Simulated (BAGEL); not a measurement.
**GaBH4O (SMILES O[BH][GaH2]) at HF/6-31G(d) (density fitting with qzvpp-jkfit, spherical functions)**

Aim: the vertical singlet–triplet gap of GaBH4O at HF/6-31G* (density fitting with qzvpp-jkfit, spherical functions), from 2 runs. 

The calculation is run with BAGEL 1.2.2.

10 further runs of the same task are left out: 9 that didn't finish, 1 set aside as unsound or not needed.

### 1 Starting point

The species is GaBH4O (7 atoms), meant as a singlet with charge 0. As SMILES, `O[BH][GaH2]`. Geometry: a GFN2-xTB relaxation, a rough one for these elements and not checked as a minimum. This is one conformer, not always the lowest.

Bond lengths: O1–B2 1.331 Å, B2–Ga3 2.100 Å, O1–H4 0.963 Å, B2–H5 1.182 Å, Ga3–H6 1.603 Å, Ga3–H7 1.623 Å. Angles: O1–B2–Ga3 94.9°, O1–B2–H5 122.7°, Ga3–B2–H5 142.4°, B2–O1–H4 122.6°, B2–Ga3–H6 113.7°, B2–Ga3–H7 138.3°, H6–Ga3–H7 107.9°.

### 2 The energy at HF/6-31G(d) (density fitting with qzvpp-jkfit, spherical functions)

calc.json reads:

```json
{ "bagel" : [

{
  "title" : "molecule",
  "basis" : "6-31gs.json",
  "df_basis" : "qzvpp-jkfit",
  "angstrom" : "true",
  "geometry" : [
    { "atom" : "O", "xyz" : [   -1.281690,    0.100570,   -0.442530 ] },
    { "atom" : "B", "xyz" : [   -0.125250,   -0.406640,   -0.862950 ] },
    { "atom" : "Ga", "xyz" : [    0.958210,    0.184250,    0.836190 ] },
    { "atom" : "H", "xyz" : [   -2.092440,    0.040040,   -0.958640 ] },
    { "atom" : "H", "xyz" : [   -0.012120,   -0.966860,   -1.897040 ] },
    { "atom" : "H", "xyz" : [    0.086270,    0.997300,    1.907020 ] },
    { "atom" : "H", "xyz" : [    2.467020,    0.051340,    1.417950 ] }
  ]
},
{ "title" : "hf" },
{ "title" : "print", "file" : "orbitals.molden", "orbitals" : "true" }

]}
```

The basis set 6-31G* is read from a file made from the Basis Set Exchange's data (not shown).

Run with:

```sh
$ BAGEL_NUM_THREADS=1 BAGEL calc.json > calc.out
```

Output:

```text
* using 1 threads per process

  ===============================================================
  ===============================================================

  *** Geometry ***

  { "atom" : "O", "xyz" : [     -2.422043,      0.190050,     -0.836261 ] },
  { "atom" : "B", "xyz" : [     -0.236688,     -0.768438,     -1.630739 ] },
  { "atom" : "Ga", "xyz" : [      1.810754,      0.348182,      1.580170 ] },
  { "atom" : "H", "xyz" : [     -3.954139,      0.075665,     -1.811567 ] },
  { "atom" : "H", "xyz" : [     -0.022903,     -1.827101,     -3.584886 ] },
  { "atom" : "H", "xyz" : [      0.163027,      1.884624,      3.603746 ] },
  { "atom" : "H", "xyz" : [      4.661992,      0.097019,      2.679537 ] },

  Number of auxiliary basis functions:      490

  Since a DF basis is specified, we compute 2- and 3-index integrals:
    o Being stored without compression. Storage requirement is 0.018 GB

  Number of basis functions:       68
  Number of electrons      :       48

    * METHOD: MOLECULE                             0.34

  *** RHF ***

  === Nuclear Repulsion ===
   150.9249926793

      * DIIS with orbital gradients will be used.

  === RHF iteration (6-31gs.json) ===
      0      -2024.65879173          0.02175421           0.07
      1      -2024.76048910          0.01460740           0.06
      2      -2024.81825271          0.00152719           0.06
      3      -2024.81966035          0.00024840           0.06
      4      -2024.81969403          0.00005929           0.06
      5      -2024.81969648          0.00001440           0.06
      6      -2024.81969661          0.00000770           0.06
      7      -2024.81969662          0.00000190           0.06
      8      -2024.81969663          0.00000072           0.07
      9      -2024.81969663          0.00000022           0.06
     10      -2024.81969663          0.00000006           0.06
     11      -2024.81969663          0.00000002           0.06
     12      -2024.81969663          0.00000001           0.06
     13      -2024.81969663          0.00000001           0.06
    * SCF iteration converged.

    * Permanent dipole moment:
           (    0.816266,     0.290062,     0.974453) a.u.

    * METHOD: HF                                   1.10

    * METHOD: PRINT                                0.01

  ===============================================================
```

It took 1.7 s on 1 thread of Intel Xeon Platinum 8259CL at 2.50GHz (Skylake/Cascade Lake), shared host; peak memory 0.1 GiB.

### 3 The triplet, same level

calc.json reads:

```json
{ "bagel": [

{
  "title": "molecule",
  "basis": "6-31gs.json",
  "df_basis": "qzvpp-jkfit",
  "angstrom": true,
  "geometry": [
    { "atom": "O", "xyz": [      -1.281690,       0.100570,      -0.442530 ] },
    { "atom": "B", "xyz": [      -0.125250,      -0.406640,      -0.862950 ] },
    { "atom": "Ga", "xyz": [       0.958210,       0.184250,       0.836190 ] },
    { "atom": "H", "xyz": [      -2.092440,       0.040040,      -0.958640 ] },
    { "atom": "H", "xyz": [      -0.012120,      -0.966860,      -1.897040 ] },
    { "atom": "H", "xyz": [       0.086270,       0.997300,       1.907020 ] },
    { "atom": "H", "xyz": [       2.467020,       0.051340,       1.417950 ] }
  ]
},

{
  "title": "uhf",
  "nopen": 2
},

{
  "title": "print",
  "file": "orbitals.molden",
  "orbitals": true
}

]}
```

The basis set 6-31G* is read from a file made from the Basis Set Exchange's data (not shown).

Run with:

```sh
$ BAGEL_NUM_THREADS=1 BAGEL calc.json > calc.out
```

Output:

```text
* using 1 threads per process

  ===============================================================
  ===============================================================

  *** Geometry ***

  { "atom" : "O", "xyz" : [     -2.422043,      0.190050,     -0.836261 ] },
  { "atom" : "B", "xyz" : [     -0.236688,     -0.768438,     -1.630739 ] },
  { "atom" : "Ga", "xyz" : [      1.810754,      0.348182,      1.580170 ] },
  { "atom" : "H", "xyz" : [     -3.954139,      0.075665,     -1.811567 ] },
  { "atom" : "H", "xyz" : [     -0.022903,     -1.827101,     -3.584886 ] },
  { "atom" : "H", "xyz" : [      0.163027,      1.884624,      3.603746 ] },
  { "atom" : "H", "xyz" : [      4.661992,      0.097019,      2.679537 ] },

  Number of auxiliary basis functions:      490

  Since a DF basis is specified, we compute 2- and 3-index integrals:
    o Being stored without compression. Storage requirement is 0.018 GB

  Number of basis functions:       68
  Number of electrons      :       48

    * METHOD: MOLECULE                             0.34

  *** Open-shell HF ***

  === Nuclear Repulsion ===
   150.9249926793

      * DIIS with orbital gradients will be used.

  === UHF iteration (6-31gs.json) ===
      0      -2024.51812718          0.04360412           0.13
      1      -2024.63808078          0.02968386           0.13
      2      -2024.68067153          0.01940597           0.13
      3      -2024.70898956          0.00217610           0.13
      4      -2024.71083152          0.00097351           0.14
      5      -2024.71122463          0.00048877           0.13
      6      -2024.71144112          0.00019131           0.13
      7      -2024.71151087          0.00010528           0.13
      8      -2024.71153425          0.00005667           0.13
      9      -2024.71154440          0.00003483           0.12
     10      -2024.71154691          0.00001947           0.13
     11      -2024.71154775          0.00001051           0.13
     12      -2024.71154797          0.00000639           0.14
     13      -2024.71154804          0.00000401           0.12
     14      -2024.71154807          0.00000270           0.12
     15      -2024.71154809          0.00000158           0.12
     16      -2024.71154809          0.00000104           0.12
     17      -2024.71154810          0.00000065           0.12
     18      -2024.71154810          0.00000041           0.12
     19      -2024.71154810          0.00000027           0.12
     20      -2024.71154810          0.00000015           0.12
     21      -2024.71154810          0.00000007           0.12
     22      -2024.71154810          0.00000004           0.12
     23      -2024.71154810          0.00000003           0.12
     24      -2024.71154810          0.00000002           0.12
     25      -2024.71154810          0.00000002           0.13
     26      -2024.71154810          0.00000001           0.12
     27      -2024.71154810          0.00000001           0.12
    * SCF iteration converged.

    * S^2 (UHF) is 2.0048

    * Permanent dipole moment:
           (    0.780764,     0.351426,     1.069263) a.u.

    * METHOD: UHF                                  3.75

    * METHOD: PRINT                                0.01

  ===============================================================
```

Wall time 4.5 s (1 thread of Intel Xeon Platinum 8259CL at 2.50GHz (Skylake/Cascade Lake), shared host); peak memory 0.1 GiB.

### 4 Outcome

At HF/6-31G* (density fitting with qzvpp-jkfit, spherical functions):

| quantity | value |
| --- | --- |
| singlet: total energy | -2024.81970 Eh |
| singlet: dipole moment | 3.31 D |
| singlet: HOMO energy | -9.74 eV |
| singlet: LUMO energy | 0.92 eV |
| singlet: HOMO–LUMO gap | 10.66 eV |
| triplet: total energy | -2024.71155 Eh |
| triplet: dipole moment | 3.48 D |
| triplet: ⟨S²⟩ | 2.005 |
| vertical energy of the triplet above the singlet | 2.943 eV |

At this shape the triplet lies 2.94 eV (68 kcal/mol) above the singlet.
